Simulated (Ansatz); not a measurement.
CS2, 6 atoms in the cell. Symmetry: Cmce, No. 64, orthorhombic system. Conventional cell: a = 7.292 Å, b = 5.989 Å, c = 9.851 Å, α = 90.00°, β = 90.00°, γ = 90.00°. S (site symmetry m) has 1 C at 1.56 Å as nearest neighbours. C (site symmetry 2/m) has 2 S at 1.56 Å as nearest neighbours. The cell comes from a database or a generator and needn't be the stable form of this composition.

```yaml
Program: Ansatz 0.2.0
Task: relaxation of cell and atoms
Functional: PBE
Dispersion: D3(BJ)-ATM
Potentials_or_basis: Ansatz PAW
Cutoff: "420 eV (not typed: the program's choice for these potentials)"
k_mesh: 6 × 6 × 3
Occupations: fermi-dirac, width 0.05 eV
Spin: no spin polarisation
```

Potentials or basis: Ansatz PAW.

Run with:

```bash
$ ansatz run input.yaml --threads 2 --pin off --max-ram 5632MiB --backend cpu --events-out ev --progress --plain --runs-dir out
```

Hardware: 2 threads of Arm Neoverse V2, with other jobs on the host.

Q: Estimate the wall time of this run.

A: It took 61 s on 2 threads of Arm Neoverse V2, with other jobs on the host, peak memory 0.48 GiB. Counts: scf iterations 102, plane waves 3021, k points 26, bands 22, ion steps 17.
